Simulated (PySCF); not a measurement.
**SnS (SMILES [S][Sn]) at FCI/STO-3G**

Aim: the vertical ionisation energy of SnS at FCI/STO-3G, from 2 runs. Input form: a Python script.

The calculation is run with PySCF 2.14.0.

11 further runs of the same task are left out: 5 that didn't finish, 6 set aside as unsound or not needed.

## 1. The molecule

SnS: 2 atoms, total charge 0, spin state singlet. SMILES: `[S][Sn]`. Geometry: the measured bond length.

Bond lengths: S1–Sn2 2.209 Å.

## 2. A single-point energy at FCI/STO-3G

input.xyz

```xyz
2

S      0.000000     0.000000     0.000000
Sn     0.000000     0.000000     2.209026
```

calc.py

```python
from pyscf import gto, mcscf
from pyscf import fci

mol = gto.M(
    atom='input.xyz',
    basis='sto-3g',
    verbose=4,
    charge=0,
    max_memory=1860,
)

calc0 = mol.RHF()
calc0.conv_tol = 1e-10
calc0.kernel()
if not calc0.converged:
    calc0 = calc0.newton().run(calc0.mo_coeff, calc0.mo_occ)

cas = mcscf.CASCI(calc0, calc0.mo_coeff.shape[-1] - 23, (mol.nelec[0] - 23, mol.nelec[1] - 23))  # full CI above the frozen core
cas.fcisolver = fci.direct_spin0.FCI(mol)  # even spin states alone
cas.kernel()
print('<S^2> = %.4f' % cas.fcisolver.spin_square(cas.ci, cas.ncas, cas.nelecas)[0])
e_final = cas.e_tot
print('E = %.10f Eh' % e_final)
```

Run with:

```sh
$ OMP_NUM_THREADS=1 python calc.py
```

The program printed:

```text
PySCF version 2.14.0

[INPUT] num. atoms = 2
[INPUT] num. electrons = 66
[INPUT] charge = 0
[INPUT] spin (= nelec alpha-beta = 2S) = 0
[INPUT] symmetry False subgroup None
[INPUT] Mole.unit = angstrom
[INPUT] Symbol           X                Y                Z      unit          X                Y                Z       unit  Magmom
[INPUT]  1 S      0.000000000000   0.000000000000   0.000000000000 AA    0.000000000000   0.000000000000   0.000000000000 Bohr   0.0
[INPUT]  2 Sn     0.000000000000   0.000000000000   2.209026000000 AA    0.000000000000   0.000000000000   4.174454142043 Bohr   0.0

nuclear repulsion = 191.641822566145
number of shells = 16
number of NR pGTOs = 108
number of NR cGTOs = 36
basis = sto-3g
ecp = {}

******** <class 'pyscf.scf.hf.RHF'> ********
method = RHF
initial guess = minao
damping factor = 0
level_shift factor = 0
DIIS = <class 'pyscf.scf.diis.CDIIS'>
diis_start_cycle = 1
diis_space = 8
diis_damp = 0
SCF conv_tol = 1e-10
SCF conv_tol_grad = None
SCF max_cycles = 50
direct_scf = True
direct_scf_tol = 1e-13
Set gradient conv threshold to 1e-05
Initial guess from minao.
init E= -6339.21625331581
  HOMO = -0.517101646168023  LUMO = -0.289929539726319  gap/eV = 6.18167
cycle= 1 E= -6356.440701263  delta_E= -17.2  |g|= 0.204  |ddm|= 2.27
  HOMO = -0.194082263133521  LUMO = 0.189157957258543  gap/eV = 10.42850
cycle= 2 E= -6356.44932601682  delta_E= -0.00862  |g|= 0.0233  |ddm|= 0.251
  HOMO = -0.197620786736559  LUMO = 0.186784602043503  gap/eV = 10.46020
cycle= 3 E= -6356.44963644864  delta_E= -0.00031  |g|= 0.00501  |ddm|= 0.064
  HOMO = -0.19786613102054  LUMO = 0.186528940077548  gap/eV = 10.45992
cycle= 4 E= -6356.44966545361  delta_E= -2.9e-05  |g|= 0.00279  |ddm|= 0.0225
  HOMO = -0.197785756024797  LUMO = 0.186423830396645  gap/eV = 10.45488
cycle= 5 E= -6356.44966992393  delta_E= -4.47e-06  |g|= 0.00111  |ddm|= 0.00679
  HOMO = -0.197645080993318  LUMO = 0.186442913932411  gap/eV = 10.45157
cycle= 6 E= -6356.44967215952  delta_E= -2.24e-06  |g|= 0.000356  |ddm|= 0.00712
  HOMO = -0.197600200733963  LUMO = 0.186436999401388  gap/eV = 10.45018
cycle= 7 E= -6356.44967227899  delta_E= -1.19e-07  |g|= 1.64e-05  |ddm|= 0.00185
  HOMO = -0.197600303122269  LUMO = 0.186436625740662  gap/eV = 10.45018
cycle= 8 E= -6356.44967227922  delta_E= -2.28e-10  |g|= 1.72e-06  |ddm|= 6.71e-05
  HOMO = -0.197600311194763  LUMO = 0.186436571904429  gap/eV = 10.45018
cycle= 9 E= -6356.44967227922  delta_E= -6.37e-12  |g|= 2.53e-07  |ddm|= 4.55e-06
  HOMO = -0.197600299634692  LUMO = 0.186436589785552  gap/eV = 10.45018
Extra cycle  E= -6356.44967227922  delta_E= 6.37e-12  |g|= 1.15e-07  |ddm|= 6.22e-07
converged SCF energy = -6356.44967227922

******** <class 'pyscf.mcscf.casci.CASCI'> ********
CAS (10e+10e, 13o), ncore = 23, nvir = 0
natorb = False
canonicalization = True
sorting_mo_energy = False
******** <class 'pyscf.fci.direct_spin0.FCISolver'> ********
max. cycles = 100
conv_tol = 1e-10
davidson only = False
linear dependence = 1e-14
level shift = 0.001
max iter space = 12
nroots = 1
pspace_size = 400
spin = None
Density matrix diagonal elements [1.99803473 1.99992784 1.99992784 1.9999168  1.9999168  1.99670679
 1.97092604 1.89607509 1.89607509 1.94798771 0.12406095 0.12406095
 0.04638339]
CASCI converged
CASCI E = -6356.55509210878  E(CI) = -98.7518656048851  S^2 = 0.0000000
<S^2> = 0.0000
E = -6356.5550921088 Eh
```

It took 2.6 s on 1 thread of Arm Neoverse V1, shared host; peak memory 0.13 GiB.

## 3. The doublet cation

mol.xyz

```xyz
2
SSn
S      0.000000     0.000000     0.000000
Sn     0.000000     0.000000     2.209026
```

input.py

```python
from pyscf import gto, mcscf

mol = gto.M(
    atom='mol.xyz',
    max_memory=1860,
    charge=1,
    basis='sto-3g',
    spin=1,
    verbose=4,
)

mf = mol.ROHF()
mf.conv_tol = 1e-10
mf.kernel()
if not mf.converged:
    mf = mf.newton().run(mf.mo_coeff, mf.mo_occ)

cas = mcscf.CASCI(mf, mf.mo_coeff.shape[-1] - 23, (mol.nelec[0] - 23, mol.nelec[1] - 23))  # full CI above the frozen core
cas.fix_spin_(ss=0.75)
cas.kernel()
e_final = cas.e_tot
print('E = %.10f Eh' % e_final)
```

Run with:

```sh
$ OMP_NUM_THREADS=1 python input.py
```

The program printed:

```text
PySCF version 2.14.0

[INPUT] num. atoms = 2
[INPUT] num. electrons = 65
[INPUT] charge = 1
[INPUT] spin (= nelec alpha-beta = 2S) = 1
[INPUT] symmetry False subgroup None
[INPUT] Mole.unit = angstrom
[INPUT] Symbol           X                Y                Z      unit          X                Y                Z       unit  Magmom
[INPUT]  1 S      0.000000000000   0.000000000000   0.000000000000 AA    0.000000000000   0.000000000000   0.000000000000 Bohr   0.0
[INPUT]  2 Sn     0.000000000000   0.000000000000   2.209026000000 AA    0.000000000000   0.000000000000   4.174454142043 Bohr   0.0

nuclear repulsion = 191.641822566145
number of shells = 16
number of NR pGTOs = 108
number of NR cGTOs = 36
basis = sto-3g
ecp = {}

******** <class 'pyscf.scf.rohf.ROHF'> ********
method = ROHF
initial guess = minao
damping factor = 0
level_shift factor = 0
DIIS = <class 'pyscf.scf.diis.CDIIS'>
diis_start_cycle = 1
diis_space = 8
diis_damp = 0
SCF conv_tol = 1e-10
SCF conv_tol_grad = None
SCF max_cycles = 50
direct_scf = True
direct_scf_tol = 1e-13
num. doubly occ = 32  num. singly occ = 1
Set gradient conv threshold to 1e-05
init E= -6339.21625331581
  HOMO = -0.51710164616801  LUMO = -0.289929539726347  gap/eV = 6.18167
cycle= 1 E= -6356.24574476939  delta_E=  -17  |g|= 0.193  |ddm|= 1.66
  HOMO = -0.36070484697443  LUMO = -0.0887878446211201  gap/eV = 7.39924
cycle= 2 E= -6356.2517500713  delta_E= -0.00601  |g|= 0.0611  |ddm|= 0.21
  HOMO = -0.358789956163935  LUMO = -0.0944928610477131  gap/eV = 7.19189
cycle= 3 E= -6356.25159055926  delta_E= 0.00016  |g|= 0.0693  |ddm|= 0.206
  HOMO = -0.359904428885698  LUMO = -0.0929497271796884  gap/eV = 7.26421
cycle= 4 E= -6356.25453313943  delta_E= -0.00294  |g|= 0.00523  |ddm|= 0.102
  HOMO = -0.359059295040316  LUMO = -0.0929733176735815  gap/eV = 7.24057
cycle= 5 E= -6356.25460322525  delta_E= -7.01e-05  |g|= 0.00224  |ddm|= 0.0294
  HOMO = -0.358895659123473  LUMO = -0.0929838226285073  gap/eV = 7.23583
cycle= 6 E= -6356.25461429756  delta_E= -1.11e-05  |g|= 0.00109  |ddm|= 0.0107
  HOMO = -0.358921436134466  LUMO = -0.0929249900380836  gap/eV = 7.23813
cycle= 7 E= -6356.25462046648  delta_E= -6.17e-06  |g|= 0.000884  |ddm|= 0.008
  HOMO = -0.359129683358265  LUMO = -0.0927609804021307  gap/eV = 7.24826
cycle= 8 E= -6356.25463156674  delta_E= -1.11e-05  |g|= 0.000106  |ddm|= 0.0308
  HOMO = -0.359194410862069  LUMO = -0.0927355096200665  gap/eV = 7.25072
cycle= 9 E= -6356.2546315931  delta_E= -2.64e-08  |g|= 2.94e-05  |ddm|= 0.000915
  HOMO = -0.359183715215002  LUMO = -0.0927377396015233  gap/eV = 7.25036
cycle= 10 E= -6356.25463159618  delta_E= -3.07e-09  |g|= 1.51e-06  |ddm|= 0.000467
  HOMO = -0.359184426059133  LUMO = -0.0927380176974876  gap/eV = 7.25038
cycle= 11 E= -6356.2546315962  delta_E= -2.64e-11  |g|= 4.21e-07  |ddm|= 5.46e-05
  HOMO = -0.359184121938832  LUMO = -0.0927380403807693  gap/eV = 7.25037
Extra cycle  E= -6356.2546315962  delta_E= 4.55e-12  |g|= 2.58e-07  |ddm|= 1.74e-06
converged SCF energy = -6356.2546315962

******** <class 'pyscf.mcscf.casci.CASCI'> ********
CAS (10e+9e, 13o), ncore = 23, nvir = 0
natorb = False
canonicalization = True
sorting_mo_energy = False
******** <class 'pyscf.fci.addons.SpinPenaltyFCISolver'> ********
max. cycles = 200
conv_tol = 1e-08
davidson only = True
linear dependence = 1e-12
level shift = 0.001
max iter space = 12
nroots = 1
pspace_size = 400
spin = None
Density matrix diagonal elements [1.9984464  1.99993797 1.99993796 1.99990642 1.99990642 1.99364773
 1.88409973 1.85573018 1.85573018 1.06192366 0.15449124 0.15449124
 0.04175087]
CASCI converged
CASCI E = -6356.37551906112  E(CI) = -98.5667383747996  S^2 = 0.7500000
E = -6356.3755190611 Eh
```

It took 9 s on 1 thread of Arm Neoverse V1, shared host; peak memory 0.16 GiB.

## 4. Summary of results

Level: FCI/STO-3G, 23 core orbitals frozen.

| quantity | value |
| --- | --- |
| singlet SnS: total energy | -6356.55509 Eh |
| singlet SnS: dipole moment (Hartree–Fock density) | 1.88 D |
| singlet SnS: HOMO energy (Hartree–Fock orbitals) | -5.38 eV |
| singlet SnS: LUMO energy (Hartree–Fock orbitals) | 5.07 eV |
| singlet SnS: HOMO–LUMO gap (Hartree–Fock orbitals) | 10.45 eV |
| singlet SnS: correlation energy (23 core orbitals frozen) | -105.4 mEh |
| doublet cation: total energy | -6356.37552 Eh |
| doublet cation: correlation energy (23 core orbitals frozen) | -120.9 mEh |
| vertical ionisation energy (to the doublet cation) | 4.886 eV |

What this shows: The vertical ionisation energy comes to 4.89 eV (471 kJ/mol). In a minimal basis such a difference can be off by several eV, whatever the method. Relativity is left out (singlet SnS) although the molecule holds a heavy atom. Relativity is left out (doublet cation) although the molecule holds a heavy atom.
